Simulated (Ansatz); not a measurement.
What does this script print? It uses Ansatz 0.2.0 through its Python package.

`znni.py`:
```python
"""Convergence of ZnNi with the k-point mesh."""

import ansatz as az
import numpy as np

FUNCTIONAL = "pbesol"
SMEARING = "Fermi-Dirac"
WIDTH_EV = 0.05


def main() -> None:
    vectors = np.array([
        [2.9083, 0.0, 0.0],
        [0.0, 2.9083, 0.0],
        [0.0, 0.0, 2.9083],
    ])
    system = (
        az.Lattice.of(vectors)
        .atom("Zn", (0.5, 0.5, 0.5))
        .atom("Ni", (0.0, 0.0, 0.0))
        .moments(Ni=2.0)
    )

    calculation = (
        system.calculation()
        .functional(FUNCTIONAL)
        .occupations(SMEARING, width=WIDTH_EV)
        .spin("collinear")
    )

    rows = []
    for value in [1.0, 0.6, 0.4, 0.3]:
        rep = calculation.kpoints(spacing=value).run(threads=1, pin="off").report
        rows.append((value, rep["free_energy_ev"] / len(rep["lattice"]["sites"]), rep["n_iterations"], rep["magnetization_mub"], rep["n_kpoints"]))

    print("spacing (1/A)   F/atom (eV)    iterations  moment (muB)      k-points")
    for row in rows:
        print(f"{str(row[0]):>12s}  {row[1]:12.5f}  {row[2]:12d}  {row[3]:12.3f}  {row[4]:12d}")

    # the last row is the reference
    for row in rows[:-1]:
        shift = 1000 * (row[1] - rows[-1][1])
        print(f"{row[0]}: {shift:+.2f} meV/atom" + ("  (within 1 meV)" if abs(shift) < 1 else ""))


if __name__ == "__main__":
    main()
```

`python znni.py` gives:
```text
DeckWarning: basis.ecutwfc = 420 eV, auto-derived from the records' recommended cutoffs: set by Zn (normal level)
RunWarning: the starting moments were not kept: the SCF closed with an absolute magnetisation of 1.1e-6 μB, where they sum to 2 μB in size (1 site). That is at most 0.1 of that sum. Measured as dr2_m measures the in/out step, that magnetisation stands 1.3e-12 eV from none, at or under the dr2_threshold of 1.0e-7 eV: [...]
spacing (1/A)   F/atom (eV)    iterations  moment (muB)      k-points
         1.0   -4543.18926            12         0.000             4
         0.6   -4543.16666            12         0.287            10
         0.4   -4543.16891            14         0.000            20
         0.3   -4543.17362            13        -0.000            35
1.0: -15.65 meV/atom
0.6: +6.96 meV/atom
0.4: +4.71 meV/atom
```
(Warnings from the package without file and line, shortened, repeats left out.)

Reading the output:
- The SCF didn't keep the moments it started from (some shrank, vanished or turned); what is printed is the state reached.
- The overall sign of a collinear moment is arbitrary, and semilocal functionals can give small moments to compounds that are paramagnetic.
- The structure is a deposited one; some such entries were measured under pressure or heat, so a shift against it needn't be the functional's error alone.
- Shifts are counted from the finest mesh, which is itself no proven limit.
- The whole script took 5.1 s on 1 thread of Intel(R) Xeon(R) 6975P-C (Granite Rapids), on a shared host, peak memory 0.41 GiB.

(Lines on the test bed's own set-up are left out of the output.)
